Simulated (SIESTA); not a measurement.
# GaGe (F-43m) in SIESTA: further runs, part 2 of 2

SIESTA 5.4.2. Earlier steps stand in the parts before.

## Step 3: Relaxation of cell and atoms, PBEsol, target pressure 5 GPa, at which the enthalpy is minimised

GaGe.fdf reads:

```
SystemName                      GaGe
SystemLabel                     GaGe
NumberOfSpecies                 2
NumberOfAtoms                   2
%block ChemicalSpeciesLabel
  1  32 Ge
  2  31 Ga
%endblock ChemicalSpeciesLabel

LatticeConstant                 1.0 Ang
%block LatticeVectors
     0.0000000000     2.8978440000     2.8978440000
     2.8978440000     0.0000000000     2.8978440000
     2.8978440000     2.8978440000     0.0000000000
%endblock LatticeVectors
AtomicCoordinatesFormat         Fractional
%block AtomicCoordinatesAndAtomicSpecies
     0.0000000000     0.0000000000     0.0000000000  1  Ge
     0.2500000000     0.2500000000     0.2500000000  2  Ga
%endblock AtomicCoordinatesAndAtomicSpecies

%block kgrid.MonkhorstPack
    6   0   0  0.0
    0   6   0  0.0
    0   0   6  0.0
%endblock kgrid.MonkhorstPack
XC.Functional                   GGA
XC.Authors                      PBEsol
PAO.BasisSize                   DZP
PAO.EnergyShift                 0.003 Ry
Mesh.Cutoff                     800 Ry
OccupationFunction              FD
ElectronicTemperature           0.05 eV
MaxSCFIterations                120
SCF.MustConverge                false
SCF.Mixer.Method                Pulay
SCF.Mixer.Weight                0.25
SCF.Mixer.History               8
SCF.DM.Tolerance                5.0e-05
SCF.H.Tolerance                 1.0e-03 eV
WriteForces                     true
Charge.Mulliken                 end
MD.TypeOfRun                    Broyden
MD.Steps                        40
MD.MaxForceTol                  0.02 eV/Ang
MD.MaxDispl                     0.1 Ang
WriteCoorStep                   true
AtomCoorFormatOut               Fractional
MD.VariableCell                 true
MD.MaxStressTol                 0.1 GPa
Target.Pressure                 5 GPa
%block PAO.Basis
  Ge 4
  n=4 0 2
    5.960 0.000
  n=4 1 2
    8.130 0.000
  n=3 2 2
    3.189 0.000
  n=4 2 1
    8.130
  Ga 4
  n=4 0 2
    6.562 0.000
  n=4 1 2
    9.354 0.000
  n=3 2 2
    3.582 0.000
  n=4 2 1
    9.354
%endblock PAO.Basis
```

Potentials or basis: PseudoDojo 0.4 standard (PBEsol files), DZP (energy shift 0.003 Ry; two zetas on semicore shells).

Started as:

```sh
$ siesta GaGe.fdf > GaGe.out 2>&1
```

Run time: 8.4 min. Hardware: 1 thread of Arm Neoverse V1, shared host; peak memory 0.49 GiB.

Results (log left out):

```yaml
Free_energy: -4503.8517 eV
Relaxed_volume: 21.84 Å³/atom
Relaxed_cell: a = 3.953 Å, b = 3.953 Å, c = 3.953 Å, α = 60.00°, β = 60.00°, γ = 60.00°
Space_group_after_relaxing_to_0.05_Å: F-43m (No. 216)
Energy_change_on_relaxing_the_enthalpy_is_what_falls: +21.3 meV/atom
Ionic_steps: 8
Pressure_after_relaxing: 5.0 GPa
Band_gap_on_the_k_mesh: none (metal or under the smearing width)
```

The path:
```
step  energy change (eV)  largest force (eV/Å)  pressure (GPa)  volume (Å³)
   1              0.0000                0.0002           -1.79        48.67
   2             -0.0025                0.0002           -1.53        48.42
   3              0.0635                0.0006            6.19        43.07
   4              0.0323                0.0004            4.41        44.03
   5              0.0494                0.0003            5.39        43.46
   6              0.0443                0.0004            5.13        43.62
   7              0.0445                0.0004            5.14        43.61
   8              0.0427                0.0003            5.03        43.67
```

Final structure:
```xyz
2
Lattice="-0.0001 2.7950 2.7950 2.7950 -0.0001 2.7950 2.7950 2.7950 -0.0001" Properties=species:S:1:pos:R:3 pbc="T T T"
Ge   -0.0001   -0.0001   -0.0001
Ga    1.3975    1.3975    1.3975
```

Levels at points of the mesh, in eV from the Fermi level:
| k point | band 12 | band 13 | band 14 | band 15 | band 16 | band 17 |
| --- | --- | --- | --- | --- | --- | --- |
| (0.00, 0.00, 0.00) | 2.08 | 2.08 | 2.08 | 3.67 | 4.84 | 4.84 |
| (0.50, 0.00, 0.00) | -5.66 | 0.58 | 0.58 | 2.74 | 5.86 | 5.86 |
| (0.00, 0.50, 0.00) | -5.66 | 0.58 | 0.58 | 2.74 | 5.86 | 5.86 |
| (0.50, 0.50, 0.00) | -5.99 | -1.31 | -1.31 | 2.55 | 2.72 | 12.53 |
| (0.00, 0.00, 0.50) | -5.66 | 0.58 | 0.58 | 2.74 | 5.86 | 5.86 |
| (0.50, 0.00, 0.50) | -5.99 | -1.31 | -1.31 | 2.55 | 2.72 | 12.53 |
| (0.00, 0.50, 0.50) | -5.99 | -1.31 | -1.31 | 2.55 | 2.72 | 12.53 |
| (0.50, 0.50, 0.50) | -5.66 | 0.58 | 0.58 | 2.74 | 5.86 | 5.86 |

Caveat: the basis of atomic orbitals isn't converged, which shifts pressures, moduli and gaps.

## Step 4: Relaxation of cell and atoms, PBEsol, target pressure 10 GPa, at which the enthalpy is minimised

Edit GaGe.fdf of step 3 so:

```diff
@@ -50,3 +50,3 @@
 MD.MaxStressTol                 0.1 GPa
-Target.Pressure                 5 GPa
+Target.Pressure                 10 GPa
 %block PAO.Basis
```

Started as:

```sh
$ siesta < GaGe.fdf > GaGe.out 2>&1
```

It took 12 min on 1 thread of Arm Neoverse V1, shared host; peak memory 0.47 GiB.

Results (log left out):

| Quantity | Value |
| --- | --- |
| Free energy | -4503.7377 eV |
| Relaxed volume | 20.59 Å³/atom |
| Relaxed cell | a = 3.876 Å, b = 3.876 Å, c = 3.876 Å, α = 60.01°, β = 60.01°, γ = 60.01° |
| Space group after relaxing (to 0.05 Å) | F-43m (No. 216) |
| Energy change on relaxing (the enthalpy is what falls) | +78.4 meV/atom |
| Ionic steps | 12 |
| Pressure after relaxing | 9.9 GPa |
| Band gap on the k mesh | none (metal or under the smearing width) |

Step by step:
```csv
step,energy change (eV),largest force (eV/Å),pressure (GPa),volume (Å³)
1,0.0000,0.0002,-1.79,48.67
2,-0.0042,0.0002,-1.34,48.24
3,0.2374,0.0010,12.62,40.04
4,0.1276,0.0005,8.83,41.71
5,0.1834,0.0007,10.91,40.77
6,0.1695,0.0007,10.39,40.98
7,0.1818,0.0006,10.85,40.80
8,0.1773,0.0006,10.69,40.86
9,0.1541,0.0007,9.82,41.23
10,0.1464,0.0006,9.54,41.35
11,0.1491,0.0004,9.64,41.31
12,0.1568,0.0001,9.92,41.18
```

Final structure:
```
CELL_PARAMETERS angstrom
-0.00033 2.74073 2.74073
2.74073 -0.00033 2.74073
2.74073 2.74073 -0.00033
ATOMIC_POSITIONS crystal
Ge 0.99998 0.99998 0.99998
Ga 0.25003 0.25003 0.25003
```

Levels at points of the mesh, in eV from the Fermi level:
| k point | band 12 | band 13 | band 14 | band 15 | band 16 | band 17 |
| --- | --- | --- | --- | --- | --- | --- |
| (0.00, 0.00, 0.00) | 2.24 | 2.24 | 2.24 | 4.61 | 5.00 | 5.00 |
| (0.50, 0.00, 0.00) | -5.88 | 0.63 | 0.63 | 3.10 | 6.03 | 6.03 |
| (0.00, 0.50, 0.00) | -5.88 | 0.63 | 0.63 | 3.10 | 6.03 | 6.03 |
| (0.50, 0.50, 0.00) | -6.14 | -1.39 | -1.39 | 2.59 | 2.79 | 13.22 |
| (0.00, 0.00, 0.50) | -5.88 | 0.63 | 0.63 | 3.10 | 6.03 | 6.03 |
| (0.50, 0.00, 0.50) | -6.14 | -1.39 | -1.39 | 2.59 | 2.79 | 13.22 |
| (0.00, 0.50, 0.50) | -6.14 | -1.39 | -1.39 | 2.59 | 2.79 | 13.22 |
| (0.50, 0.50, 0.50) | -5.88 | 0.63 | 0.63 | 3.10 | 6.03 | 6.03 |

Caveat: the volume moved by over 15 % at a fixed basis, so the end points are rough; the basis of atomic orbitals isn't converged, which shifts pressures, moduli and gaps.

## Step 5: Relaxation of cell and atoms, PBEsol, target pressure 20 GPa, at which the enthalpy is minimised

Edit GaGe.fdf of step 4 so:

```diff
@@ -50,3 +50,3 @@
 MD.MaxStressTol                 0.1 GPa
-Target.Pressure                 10 GPa
+Target.Pressure                 20 GPa
 %block PAO.Basis
```

Started as:

```sh
$ siesta < GaGe.fdf > GaGe.out 2>&1
```

Run time: 14 min. Hardware: 1 thread of Arm Neoverse V1, shared host; peak memory 0.45 GiB.

It converged, with:

* Free energy: -4503.4064 eV
* Relaxed volume: 18.78 Å³/atom
* Relaxed cell: a = 3.759 Å, b = 3.759 Å, c = 3.759 Å, α = 60.00°, β = 60.00°, γ = 60.00°
* Space group after relaxing (to 0.05 Å): F-43m (No. 216)
* Energy change on relaxing (the enthalpy is what falls): +244.3 meV/atom
* Ionic steps: 12
* Pressure after relaxing: 20.0 GPa
* Band gap on the k mesh: none (metal or under the smearing width)

The path:
| step | energy change (eV) | largest force (eV/Å) | pressure (GPa) | volume (Å³) |
| --- | --- | --- | --- | --- |
| 1 | 0.0000 | 0.0002 | -1.79 | 48.67 |
| 2 | -0.0068 | 0.0002 | -0.96 | 47.88 |
| 3 | 0.8366 | 0.0011 | 29.37 | 35.30 |
| 4 | 0.2746 | 0.0004 | 13.81 | 39.59 |
| 5 | 0.6351 | 0.0007 | 24.31 | 36.51 |
| 6 | 0.4106 | 0.0008 | 18.07 | 38.22 |
| 7 | 0.5201 | 0.0008 | 20.87 | 37.32 |
| 8 | 0.4950 | 0.0009 | 20.18 | 37.52 |
| 9 | 0.4772 | 0.0008 | 19.72 | 37.66 |
| 10 | 0.4729 | 0.0008 | 19.62 | 37.70 |
| 11 | 0.4725 | 0.0005 | 19.61 | 37.70 |
| 12 | 0.4886 | 0.0001 | 20.01 | 37.57 |

Final structure:
```xyz
2
Lattice="-0.0001 2.6582 2.6582 2.6582 -0.0001 2.6582 2.6582 2.6582 -0.0001" Properties=species:S:1:pos:R:3 pbc="T T T"
Ge   -0.0001   -0.0001   -0.0001
Ga    1.3291    1.3291    1.3291
```

Levels at points of the mesh, in eV from the Fermi level:
```
           k point  band 10  band 11  band 12  band 13  band 14  band 15  band 16  band 17  band 18  band 19
(0.00, 0.00, 0.00)   -14.28   -12.01     2.52     2.52     2.52     5.25     5.25     5.25     6.51    14.80
(0.50, 0.00, 0.00)   -14.29    -9.25    -6.27     0.72     0.72     3.71     6.30     6.30    12.48    14.39
(0.00, 0.50, 0.00)   -14.29    -9.25    -6.27     0.72     0.72     3.71     6.30     6.30    12.48    14.39
(0.50, 0.50, 0.00)   -14.28    -7.84    -6.41    -1.53    -1.53     2.66     2.91    14.33    14.33    15.93
(0.00, 0.00, 0.50)   -14.29    -9.25    -6.27     0.72     0.72     3.71     6.30     6.30    12.48    14.39
(0.50, 0.00, 0.50)   -14.28    -7.84    -6.41    -1.53    -1.53     2.66     2.91    14.33    14.33    15.93
(0.00, 0.50, 0.50)   -14.28    -7.84    -6.41    -1.53    -1.53     2.66     2.91    14.33    14.33    15.93
(0.50, 0.50, 0.50)   -14.29    -9.24    -6.27     0.72     0.72     3.71     6.30     6.30    12.47    14.39
```

Caveat: the volume moved by over 15 % at a fixed basis, so the end points are rough; the basis of atomic orbitals isn't converged, which shifts pressures, moduli and gaps.

## Step 6: Summary

| cell | gap on the mesh (eV) | pressure (GPa) |
| --- | --- | --- |
| relaxed | none | 0.0 |
| relaxed to 5 GPa | none | 5.0 |
| relaxed to 10 GPa | none | 9.9 |
| relaxed to 20 GPa | none | 20.0 |

Alike in all rows: task relaxation of cell and atoms; level PBEsol; potentials or basis PseudoDojo 0.4 standard (PBEsol files), DZP (energy shift 0.003 Ry; two zetas on semicore shells); no spin polarisation; k mesh 6 × 6 × 6; smearing fermi-dirac 0.05 eV; grid cutoff 800 Ry; energy shift 0.003 Ry.

Caveats: the basis of atomic orbitals isn't converged, which shifts pressures, moduli and gaps; the volume moved by over 15 % at a fixed basis, so the end points are rough (some runs).

Total energies depend on the potentials used, so only differences within one code and one set of settings carry meaning.
